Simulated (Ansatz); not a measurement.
# B3LYP/6-31G(d) (spherical functions) run of Si2NH6F (SMILES F[SiH2]N[SiH3])

Aim: the electronic atomisation energy of Si2NH6F at B3LYP/6-31G* (spherical functions), from 5 runs. 

The results are computed with Ansatz 0.2.0.

69 further runs of the same task are left out: 69 set aside as unsound or not needed.

### Step 1. The system as given

Si2NH6F has 10 atoms, charge 0, and is taken as a singlet. As SMILES, `F[SiH2]N[SiH3]`. The shape is that of a PBE0-D4/def2-TZVP optimisation. This is one conformer, not always the lowest.

Bond lengths: F1–Si2 1.602 Å, Si2–N3 1.706 Å, N3–Si4 1.733 Å, Si2–H5 1.480 Å, Si2–H6 1.478 Å, N3–H7 1.011 Å, Si4–H8 1.487 Å, Si4–H9 1.487 Å, Si4–H10 1.483 Å. Some angles: F1–Si2–N3 112.6°, Si2–N3–Si4 128.2°, F1–Si2–H5 106.0°, F1–Si2–H6 106.5°, N3–Si2–H5 109.3°, N3–Si2–H6 108.9°, Si2–N3–H7 115.6°, Si4–N3–H7 115.9°, N3–Si4–H8 110.9°, N3–Si4–H9 112.0°.

### Step 2. A single-point energy at B3LYP/6-31G(d) (spherical functions)

Contents of input.yaml:

```yaml
crystal:
  periodic: [false, false, false]
  atoms:
    - {symbol: F, position_ang: [-1.561500, 0.994300, -1.776700]}
    - {symbol: Si, position_ang: [-0.375000, 1.301800, -0.745900]}
    - {symbol: N, position_ang: [0.514800, -0.094800, -0.335900]}
    - {symbol: Si, position_ang: [0.194800, -1.236100, 0.928700]}
    - {symbol: H, position_ang: [0.517200, 2.267200, -1.426700]}
    - {symbol: H, position_ang: [-1.010100, 1.839400, 0.475900]}
    - {symbol: H, position_ang: [1.264300, -0.336200, -0.970000]}
    - {symbol: H, position_ang: [1.391500, -1.422100, 1.791600]}
    - {symbol: H, position_ang: [-0.186300, -2.569800, 0.392000]}
    - {symbol: H, position_ang: [-0.924400, -0.683300, 1.730300]}
basis:
  gaussian:
    orbitals: 6-31G_st_-spherical.json
total_charge: 0
hamiltonian:
  xc: {name: B3LYP}
accuracy: high
output:
  orbitals: {seedname: orbitals}
```

The basis set 6-31G* is read from a file made from the Basis Set Exchange's data (not shown).

On the command line:

```bash
ansatz run input.yaml --threads 1 --pin off --max-ram 3480MiB --events-out events.jsonl --progress --plain --runs-dir runs
```

What it wrote:

```text
Warning: RAYON_NUM_THREADS=1 ignored (pool sized by the plan → 1); use --threads N
Functional definition: B3LYP
  name "B3LYP"
  parameter a0 = 0.2
  parameter ax = 0.72
  parameter ac = 0.81
  exchange = (1 - a0 - ax)*slater_x + ax*b88_x + a0*exact_x
  correlation = (1 - ac)*vwn_rpa_c + ac*lyp_c
1763 factors; integrals over basis functions are off by at most 3.3e-9 eV
mean field evaluation 1: about -20055.4682 eV, gradient 6.1e1 eV
mean field evaluation 2: about -20043.4334 eV, gradient 9.3e1 eV
mean field evaluation 4: about -20062.2540 eV, gradient 5.3e0 eV
mean field evaluation 8: about -20062.4938 eV, gradient 2.2e-1 eV
mean field evaluation 16: about -20062.4939 eV, gradient 1.7e-5 eV
mean field -20062.49391846 eV, -737.2830526565 hartree, gradient 1.7e-8 eV, S^2 0.000000; 0 other end points of the search recorded, 0 dependent functions left out
reference -20062.49396337 eV, -737.2830543069 hartree; 25, 25 occupied and 51, 51 virtual orbitals, 1763 factors
Total energy: -20062.49396337 eV, -737.2830543069 hartree
```

Run time: 6 s. Hardware: 1 thread of Intel Xeon Platinum 8488C (Sapphire Rapids), shared host; peak memory 0.27 GiB.

### Step 3. The F atom

Contents of in.yaml:

```yaml
crystal:
  periodic: [false, false, false]
  atoms:
    - {symbol: F, position_ang: [0.000000, 0.000000, 0.000000]}
basis:
  gaussian: {orbitals: 6-31G_st_-spherical.json}
magnetization: {spin_polarized: true, initial_magnetization: 1}
hamiltonian: {xc: {name: B3LYP}}
accuracy: high
```

The basis set 6-31G* is read from a file made from the Basis Set Exchange's data (not shown).

On the command line:

```bash
ansatz run in.yaml --threads 1 --pin off --max-ram 3480MiB --events-out events.jsonl --progress --plain --runs-dir runs
```

What it wrote:

```text
Warning: RAYON_NUM_THREADS=1 ignored (pool sized by the plan → 1); use --threads N
[... 7 set-up lines as earlier in the session ...]
93 factors; integrals over basis functions are off by at most 1.9e-9 eV
mean field evaluation 1: about -2713.3131 eV, gradient 4.3e0 eV
mean field evaluation 2: about -2713.3547 eV, gradient 2.5e0 eV
mean field evaluation 4: about -2713.3719 eV, gradient 1.3e-2 eV
mean field evaluation 8: about -2713.3719 eV, gradient 1.2e-4 eV
mean field -2713.37188650 eV, -99.7145776393 hartree, gradient 7.3e-9 eV, S^2 0.750949; 0 other end points of the search recorded, 0 dependent functions left out
reference -2713.37189463 eV, -99.7145779380 hartree; 5, 4 occupied and 9, 10 virtual orbitals, 93 factors
Total energy: -2713.37189463 eV, -99.7145779380 hartree
```

Run time: 0.22 s. Hardware: 1 thread of Intel Xeon Platinum 8488C (Sapphire Rapids), shared host.

### Step 4. The H atom at the same level

Contents of input.yaml:

```yaml
crystal:
  periodic: [false, false, false]
  atoms:
    - {symbol: H, position_ang: [0.000000, 0.000000, 0.000000]}
basis:
  gaussian:
    orbitals: "6-31G*"
magnetization:
  spin_polarized: true
  initial_magnetization: 1
hamiltonian:
  xc: {name: B3LYP}
accuracy: high
```

On the command line:

```bash
ansatz run input.yaml --threads 1 --pin off --max-ram 3480MiB --events-out events.jsonl --progress --plain --runs-dir runs
```

What it wrote:

```text
Warning: RAYON_NUM_THREADS=1 ignored (pool sized by the plan → 1); use --threads N
[... 7 set-up lines as earlier in the session ...]
3 factors; integrals over basis functions are off by at most 5.4e-10 eV
mean field evaluation 1: about -13.6135 eV, gradient 2.1e-1 eV
mean field evaluation 2: about -13.6127 eV, gradient 2.0e-1 eV
mean field evaluation 4: about -13.6131 eV, gradient 4.2e-7 eV
mean field evaluation 8: about -13.6131 eV, gradient 8.0e-10 eV
mean field -13.61309805 eV, -0.5002721262 hartree, gradient 8.6e-9 eV, S^2 0.750000; 0 other end points of the search recorded, 0 dependent functions left out
reference -13.61311596 eV, -0.5002727842 hartree; 1, 0 occupied and 1, 2 virtual orbitals, 3 factors
Total energy: -13.61311596 eV, -0.5002727842 hartree
```

It took 0.1 s on 1 thread of Intel Xeon Platinum 8488C (Sapphire Rapids), shared host.

### Step 5. The N atom, same level

Contents of run.yaml:

```yaml
crystal:
  periodic: [false, false, false]
  atoms:
    - {symbol: N, position_ang: [0.000000, 0.000000, 0.000000]}
basis:
  gaussian: {orbitals: 6-31G_st_-spherical.json}
magnetization: {spin_polarized: true, initial_magnetization: 3}
hamiltonian: {xc: {name: B3LYP}}
accuracy: high
```

The basis set 6-31G* is read from a file made from the Basis Set Exchange's data (not shown).

Run the same way, it converges to -54.58288 Eh (log not shown).

### Step 6. The Si atom at the same level

Contents of input.yaml:

```yaml
crystal:
  periodic: [false, false, false]
  atoms:
    - symbol: Si
      position_ang: [0.000000, 0.000000, 0.000000]
basis:
  gaussian: {orbitals: 6-31G_st_-spherical.json}
magnetization: {spin_polarized: true, initial_magnetization: 2}
hamiltonian: {xc: {name: B3LYP}}
accuracy: high
```

The basis set 6-31G* is read from a file made from the Basis Set Exchange's data (not shown).

Run the same way, it converges to -289.36979 Eh (log not shown).

### Step 7. Summary of results

Level: B3LYP/6-31G* (spherical functions).

| quantity | value |
| --- | --- |
| molecule: total energy | -737.28305 Eh |
| molecule: HOMO energy | -7.61 eV |
| molecule: LUMO energy | 0.35 eV |
| molecule: HOMO–LUMO gap | 7.96 eV |
| F atom: total energy | -99.71458 Eh |
| F atom: ⟨S²⟩ | 0.751 |
| H atom: total energy | -0.50027 Eh |
| H atom: ⟨S²⟩ | 0.750 |
| N atom: total energy | -54.58288 Eh |
| N atom: ⟨S²⟩ | 3.752 |
| Si atom: total energy | -289.36979 Eh |
| Si atom: ⟨S²⟩ | 2.002 |
| electronic atomisation energy | 33.861 eV |

What this shows: Taking the molecule apart into free atoms costs 33.86 eV (781 kcal/mol), before zero-point energy and without spin-orbit coupling.
